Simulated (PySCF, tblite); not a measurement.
# C6H7NS: a rotation path, then NMR shifts on frames

Aim: move C6H7NS (`c1csc(C2CC2)n1`) away from its starting geometry and see how NMR shifts follow the geometry.

Programs: tblite 0.8.0 and PySCF 2.14.0, with density-fitted response routines of our own. Each step states its level of theory. These are calculated values for one molecule in the gas phase, unless marked as measured. Atoms are numbered from 0 throughout.

## Step 1: The molecule as given

15 atoms, charge 0, multiplicity 1; geometry from: GFN2-xTB.

Bonds of the start (Å): C0–C1 1.36, C1–S2 1.72, S2–C3 1.76, C3–C4 1.46, C4–C5 1.51, C5–C6 1.49, C3–N7 1.29, N7–C0 1.35, C6–C4 1.51, C0–H8 1.08, C1–H9 1.07, C4–H10 1.08, C5–H11 1.08, C5–H12 1.08, C6–H13 1.08, C6–H14 1.08.

## Step 2: The rotation path with GFN2-xTB

Job settings and geometry (Å):

```
{"job": {"kind": "neb", "xc": "GFN2-xTB", "basis": "xTB", "atoms": [2, 3, 4, 6], "turn": 120}, "charge": 0, "multiplicity": 1}
C      2.207884    -0.815613     0.588346
C      2.859086     0.142043    -0.118314
S      1.728932     1.214417    -0.851917
C      0.438712     0.262098    -0.126761
C     -0.957552     0.624281    -0.337928
C     -1.986731    -0.475208    -0.442478
C     -1.947645     0.379779     0.775003
N      0.858247    -0.732156     0.572011
H      2.673253    -1.610714     1.142534
H      3.911655     0.283921    -0.253093
H     -1.094427     1.504861    -0.951859
H     -2.790374    -0.343132    -1.150509
H     -1.623663    -1.486973    -0.357525
H     -1.558806    -0.055082     1.681951
H     -2.722984     1.115467     0.923732
```

Level: GFN2-xTB climbing-image nudged elastic band, gas phase.

The run is started by

```bash
$ OMP_NUM_THREADS=1 python probes_run.py task.json out
```

This one command runs all jobs of the session in turn.

The log of the run:

```text
image   E - E0 / eV
  0      -0.0000
  1       0.0155
  2       0.0572
  3       0.1044
  4       0.1289
  5       0.1153
  6       0.0718
  7       0.0193
  8      -0.0096
```

Run time: 2.7 s. Hardware: 1 thread of Arm Neoverse V1, shared host; peak memory 0.18 GiB.

The final band, with the dihedral S2–C3–C4–C6:

```
image  dihedral (°)  energy (eV)  energy (kcal/mol)
    0          -146        0.000                0.0
    1          -123        0.016                0.4
    2          -100        0.057                1.3
    3           -78        0.104                2.4
    4           -55        0.129                3.0
    5           -33        0.115                2.7
    6           -11        0.072                1.7
    7            12        0.019                0.4
    8            34       -0.010               -0.2
```

## Step 3: Shielding tensors: image 0, PBE0/pcSseg-1

Job settings and geometry (Å):

```
{"job": {"kind": "nmr", "xc": "PBE0", "basis": "pcSseg-1", "pop": false}, "charge": 0, "multiplicity": 1}
C      2.207900    -0.815600     0.588300
C      2.859100     0.142000    -0.118300
S      1.728900     1.214400    -0.851900
C      0.438700     0.262100    -0.126800
C     -0.957600     0.624300    -0.337900
C     -1.986700    -0.475200    -0.442500
C     -1.947600     0.379800     0.775000
N      0.858200    -0.732200     0.572000
H      2.673300    -1.610700     1.142500
H      3.911700     0.283900    -0.253100
H     -1.094400     1.504900    -0.951900
H     -2.790400    -0.343100    -1.150500
H     -1.623700    -1.487000    -0.357500
H     -1.558800    -0.055100     1.682000
H     -2.723000     1.115500     0.923700
```

With the program's defaults for keys left out, this is: GIAO PBE0/pcSseg-1 NMR shielding, non-relativistic, gas phase.

The log of the run:

```text
coarse grid: 13544 points
cycle   1  E = -685.1384450260  dE =  1.569e+00  |g| = 3.983e-01  |ddm| = 3.808e+00
cycle   2  E = -685.0864956438  dE =  5.195e-02  |g| = 6.237e-01  |ddm| = 1.050e+00
cycle   3  E = -685.1766622512  dE = -9.017e-02  |g| = 1.115e-01  |ddm| = 7.464e-01
cycle   4  E = -685.1794172818  dE = -2.755e-03  |g| = 4.125e-02  |ddm| = 1.439e-01
cycle   5  E = -685.1798100102  dE = -3.927e-04  |g| = 1.012e-02  |ddm| = 4.561e-02
cycle   6  E = -685.1798296210  dE = -1.961e-05  |g| = 5.294e-03  |ddm| = 1.518e-02
cycle   7  E = -685.1798366263  dE = -7.005e-06  |g| = 1.419e-03  |ddm| = 6.453e-03
final grid: 127592 points
cycle   8  E = -685.2293570551  dE = -3.000e-05  |g| = 1.113e-02  |ddm| = 3.738e-02
cycle   9  E = -685.2293044734  dE =  5.258e-05  |g| = 1.772e-02  |ddm| = 3.036e-02
cycle  10  E = -685.2293874478  dE = -8.297e-05  |g| = 2.775e-03  |ddm| = 2.164e-02
cycle  11  E = -685.2293894443  dE = -1.997e-06  |g| = 3.595e-04  |ddm| = 2.959e-03
cycle  12  E = -685.2293894726  dE = -2.826e-08  |g| = 1.145e-04  |ddm| = 4.892e-04
cycle  13  E = -685.2293894753  dE = -2.768e-09  |g| = 4.553e-05  |ddm| = 1.375e-04
cycle  14  E = -685.2293894758  dE = -4.331e-10  |g| = 1.302e-05  |ddm| = 5.221e-05
converged SCF energy = -685.2293894758

GIAO shielding tensors (ppm)
atom      isotropic    diamagn.    paramagn.     s11        s22        s33       span
  0 C       41.641     250.559    -208.918    -34.626     48.934    110.615    145.241
  1 C       62.897     265.646    -202.749    -18.087     68.674    138.104    156.191
  2 S      230.490    1057.440    -826.950    -23.608    338.817    376.263    399.871
  3 C        7.011     257.844    -250.833    -42.727    -20.772     84.534    127.260
  4 C      169.239     247.497     -78.258    133.433    155.365    218.918     85.484
  5 C      171.043     251.569     -80.526    137.780    173.476    201.874     64.094
  6 C      171.158     251.962     -80.804    138.056    173.443    201.975     63.919
  7 N      -62.164     328.391    -390.555   -330.963    -87.254    231.724    562.687
  8 H       24.081      29.812      -5.730     20.356     24.277     27.611      7.255
  9 H       24.913      30.890      -5.977     22.138     24.473     28.127      5.989
 10 H       29.692      31.389      -1.697     21.285     29.888     37.903     16.618
 11 H       30.638      29.790       0.848     24.811     26.436     40.668     15.857
 12 H       30.348      30.896      -0.548     24.352     28.557     38.135     13.783
 13 H       30.318      30.904      -0.587     24.284     28.525     38.144     13.859
 14 H       30.640      29.788       0.852     24.797     26.453     40.669     15.873
```

It took 22 s on 1 thread of Arm Neoverse V1, shared host; peak memory 0.84 GiB.

Shifts follow as δ = σ(reference) − σ, with reference shieldings (ppm) from runs at the same level and on the same kind of geometry: 1H TMS 31.72, 13C TMS 186.9, 15N NH3 267.7, 33S CS2 504. The references are single molecules in the gas phase, so shifts against H2O, NH3, PH3, H3PO4 or CFCl3 are not on the usual liquid scales and can be off by tens of ppm. Each atom is listed at this fixed geometry, with no averaging over motion; a spectrum would average atoms that exchange fast.

```
atoms                                          environment  σ (ppm)  δ (ppm)
   C3  substituted aromatic carbon next to a ring nitrogen      7.0    179.9
   C0                  aromatic CH next to a ring nitrogen     41.6    145.3
   C1                  aromatic CH next to the ring sulfur     62.9    124.0
   C4                           three-membered-ring carbon    169.2     17.7
   C5                           three-membered-ring carbon    171.0     15.9
   C6                           three-membered-ring carbon    171.2     15.8
   H8   hydrogen on an aromatic CH next to a ring nitrogen    24.08     7.64
   H9   hydrogen on an aromatic CH next to the ring sulfur    24.91     6.80
  H10             hydrogen on a three-membered-ring carbon    29.69     2.02
  H13             hydrogen on a three-membered-ring carbon    30.32     1.40
  H12             hydrogen on a three-membered-ring carbon    30.35     1.37
  H11             hydrogen on a three-membered-ring carbon    30.64     1.08
  H14             hydrogen on a three-membered-ring carbon    30.64     1.08
   S2                                 aromatic ring sulfur      230      273
   N7                   pyridine-type nitrogen of an azole    -62.2    329.9
```

Ring of atoms C0, C1, S2, C3, N7: NICS(0) -12.2, NICS(1) -11.3, NICS(1)zz -25.9 ppm (means of both faces).

Ring of atoms C4, C5, C6: NICS(0) -42.7, NICS(1) -7.3, NICS(1)zz -22.5 ppm (means of both faces).

In rings of three or four atoms NICS is ruled by the nearby σ bonds, so it says little on aromaticity.

## Step 4: NMR shieldings: image 2, PBE0/pcSseg-1

Job settings and geometry (Å):

```
{"job": {"kind": "nmr", "xc": "PBE0", "basis": "pcSseg-1", "pop": false}, "charge": 0, "multiplicity": 1}
C      2.239100    -0.967400     0.258600
C      2.824400     0.253100     0.171100
S      1.651200     1.454700    -0.204900
C      0.433900     0.179800    -0.219100
C     -0.969200     0.502600    -0.474600
C     -2.011100    -0.551300    -0.234600
C     -1.903900     0.600400     0.707500
N      0.904100    -0.985500     0.042600
H      2.743700    -1.892700     0.467700
H      3.853700     0.518900     0.297000
H     -1.118900     1.210700    -1.280200
H     -2.852200    -0.596200    -0.908000
H     -1.653700    -1.511300     0.100500
H     -1.483300     0.425100     1.685700
H     -2.662300     1.367100     0.683700
```

Level: GIAO PBE0/pcSseg-1 NMR shielding, non-relativistic, gas phase.

The log of the run:

```text
coarse grid: 13544 points
cycle   1  E = -685.1365303369  dE =  1.570e+00  |g| = 3.972e-01  |ddm| = 3.814e+00
cycle   2  E = -685.0865578651  dE =  4.997e-02  |g| = 6.172e-01  |ddm| = 1.032e+00
cycle   3  E = -685.1745793285  dE = -8.802e-02  |g| = 1.136e-01  |ddm| = 7.275e-01
cycle   4  E = -685.1774574394  dE = -2.878e-03  |g| = 4.065e-02  |ddm| = 1.457e-01
cycle   5  E = -685.1778400021  dE = -3.826e-04  |g| = 9.671e-03  |ddm| = 4.526e-02
cycle   6  E = -685.1778570102  dE = -1.701e-05  |g| = 5.310e-03  |ddm| = 1.483e-02
cycle   7  E = -685.1778641063  dE = -7.096e-06  |g| = 1.361e-03  |ddm| = 6.416e-03
final grid: 127592 points
cycle   8  E = -685.2273088911  dE = -2.710e-05  |g| = 1.120e-02  |ddm| = 3.638e-02
cycle   9  E = -685.2272562382  dE =  5.265e-05  |g| = 1.777e-02  |ddm| = 3.088e-02
cycle  10  E = -685.2273396757  dE = -8.344e-05  |g| = 2.812e-03  |ddm| = 2.189e-02
cycle  11  E = -685.2273417227  dE = -2.047e-06  |g| = 3.359e-04  |ddm| = 2.977e-03
cycle  12  E = -685.2273417467  dE = -2.398e-08  |g| = 1.200e-04  |ddm| = 4.790e-04
cycle  13  E = -685.2273417499  dE = -3.169e-09  |g| = 4.246e-05  |ddm| = 1.418e-04
cycle  14  E = -685.2273417503  dE = -3.845e-10  |g| = 1.177e-05  |ddm| = 4.926e-05
converged SCF energy = -685.2273417503

GIAO shielding tensors (ppm)
atom      isotropic    diamagn.    paramagn.     s11        s22        s33       span
  0 C       43.222     250.832    -207.611    -32.044     49.787    111.922    143.966
  1 C       58.894     265.586    -206.692    -26.966     66.266    137.383    164.350
  2 S      231.119    1057.579    -826.460    -25.933    322.491    396.798    422.732
  3 C        8.517     257.625    -249.107    -42.911    -14.794     83.257    126.168
  4 C      170.360     248.018     -77.657    139.604    153.330    218.146     78.542
  5 C      178.903     251.618     -72.715    153.090    177.850    205.770     52.680
  6 C      172.531     252.469     -79.938    141.519    173.239    202.836     61.317
  7 N      -71.119     327.750    -398.870   -339.037    -95.267    220.945    559.982
  8 H       24.136      29.794      -5.658     20.378     24.303     27.729      7.351
  9 H       24.703      30.905      -6.202     22.009     24.387     27.711      5.701
 10 H       29.469      30.780      -1.311     21.748     28.690     37.969     16.222
 11 H       30.756      29.541       1.215     24.777     26.587     40.904     16.127
 12 H       29.692      30.834      -1.142     22.757     27.767     38.551     15.794
 13 H       31.283      31.113       0.170     26.311     29.295     38.241     11.930
 14 H       30.828      30.111       0.717     25.665     25.975     40.844     15.179
```

It took 21 s on 1 thread of Arm Neoverse V1, shared host; peak memory 0.83 GiB.

Key values: δ C3 178.4, C0 143.7, C1 128.0, C4 16.6, H8 7.58, H9 7.01 ppm.

(Part 1 of 2 ends here.)
